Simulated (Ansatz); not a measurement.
**Li2RuN2 (P-3m1): point defect (vacancy) in a supercell**

What does a point defect do in Li2RuN2 (P-3m1)? Wanted for Li2RuN2 (P-3m1): a point defect (vacancy) in a supercell.

Computed with Ansatz 0.2.0 through its Python package. Level of theory: DFT PBE, plane waves, PAW.

## (1) The structure

The structure is trigonal, space group P-3m1 (No. 164). The conventional cell has a = 3.164 Å, b = 3.164 Å, c = 5.211 Å, α = 90.00°, β = 90.00°, γ = 120.00°. Around Li (site symmetry 3m) lie 4 N at 1.98 to 2.22 Å. Ru (site symmetry -3m) has 6 N at 2.14 Å as nearest neighbours. Around N (site symmetry 3m) lie 4 Li at 1.98 to 2.22 Å and 3 Ru at 2.14 Å.

li2run2.extxyz, read by the script:

```xyz
5
Lattice="3.1642327 0.0 0.0 -1.58211635 2.74030591 0.0 0.0 0.0 5.21145" Properties=species:S:1:pos:R:3 pbc="T T T"
Li    1.58211637    0.91343529    1.87706006
Li   -0.00000002    1.82687061    3.33438994
Ru    0.00000000    0.00000000    0.00000000
N     1.58211637    0.91343529    4.10135383
N    -0.00000002    1.82687061    1.11009618
```

## (2) The script

li2run2.py reads:

```python
"""Point defect (vacancy) in Li2RuN2."""

import warnings

import ansatz as az
import numpy as np


def main() -> None:
    warnings.simplefilter("ignore", az.DeckWarning)

    system = az.Crystal.from_extxyz("li2run2.extxyz")
    host = system.supercell(2, 2, 1)
    defective = host.vacancy("N", at=(2 / 3, 1 / 3, 0.786989))

    def prepare(structure):
        return (
            structure.calculation()
            .functional("pbe")
            .pseudopotentials("paw")
            .kpoints(3, 3, 3)  # the mesh must be finer for metals
            .occupations("fermi_dirac", width=0.15)  # the run then minimises F = E - TS
            .scf(tolerance=1e-08)
            .band_table()
        )


    perfect = prepare(host).run(threads=1).report
    job = prepare(defective).relax(force_tolerance=0.05, max_steps=25)
    out = job.run(threads=1)
    r = out.report

    n_host, n_defect = len(perfect["lattice"]["sites"]), len(r["lattice"]["sites"])
    print(f"perfect cell: {n_host} atoms, F = {perfect['free_energy_ev']:.4f} eV")
    print(f"defect cell:  {n_defect} atoms, F = {r['free_energy_ev']:.4f} eV")
    # chemical potentials are still to be added to this difference
    print(f"difference {r['free_energy_ev'] - perfect['free_energy_ev']:.4f} eV (no chemical potentials)")

    pull = np.linalg.norm(r["forces_ev_ang"], axis=1)
    for atom in np.argsort(-pull)[:5]:
        print(f"force on {out.lattice.sites[atom].symbol}{atom}: {pull[atom]:.3f} eV/A")

    for site in out.lattice.sites:
        print(f"{site.symbol:2s}", " ".join(f"{v:8.4f}" for v in site.position_ang))


if __name__ == "__main__":
    main()
```

## (3) The calls as engine input

The engine receives this input (first run):

```yaml
crystal:
  lattice:
    - [3.1642327, 0.0, 0.0]
    - [-1.58211635, 2.74030591, 0.0]
    - [0.0, 0.0, 5.21145]
  atoms:
    - { symbol: Li, position: [0.6666666705544959, 0.33333332846769653, 0.3601799998081148] }
    - { symbol: Li, position: [0.3333333276208903, 0.6666666678830759, 0.6398200001918851] }
    - { symbol: Ru, position: [0.0, 0.0, 0.0] }
    - { symbol: "N", position: [0.6666666705544959, 0.33333332846769653, 0.7869890011417168] }
    - { symbol: "N", position: [0.3333333276208903, 0.6666666678830759, 0.21301100077713495] }
  supercell: [2, 2, 1]
kpoints:
  mp_grid:
    grid: [3, 3, 3]
hamiltonian:
  xc: pbe
  pseudopotentials:
    kind: paw
scf:
  convergence:
    dr2_threshold: 1.0e-08
  occupations:
    method: fermi_dirac
    width: 0.15
output:
  eigenvalues: true
```

## (4) The run

Command:

```bash
python li2run2.py
```

**Question.** What results will this script give? Wanted: moves of the relaxation of run 2; energy gained in run 2; last largest force component of run 2.

**Answer**, as computed:

```
                             quantity          value
                        runs compared              2
     moves of the relaxation of run 2              6
               energy gained in run 2  23.4 meV/atom
last largest force component of run 2    0.0195 eV/Å
```

**Reading.** In CPU time, run 2 (relaxation) cost about 16 times as much as run 1 (single point). A formation energy would need chemical potentials for the atoms added or removed, which the two totals don't give. The cell is small, so the defect feels its images. Run 2: The relaxation took 6 moves; the largest shift is 0.221 Å, of atom 1 (Li). Caveats:
- The run is spin-unpolarised.
- For a metal this k-point mesh is coarse: on a finer one energies can move by several to tens of meV an atom and pressures by half a GPa or more, differences at one mesh by less.
- The relaxation stopped at 0.019 eV/Å, so the energy gained is a lower bound and displacements are uncertain.
- The smearing is wide enough that free energy and stress hold a thermal part of the electrons.
- The difference holds no chemical potentials.
- Errors of mesh and smearing per atom add up over the supercell, so the energy can be off by tenths of an eV.
- The structure comes from a database of computed cells and needn't be a stable or known phase.
- The supercell is small, so the defect meets its images and the energies aren't those of an isolated defect; a partly filled defect level may also lower its energy by spin or distortion. For a charged cell the difference holds no correction, alignment or term for the electrons' reservoir.
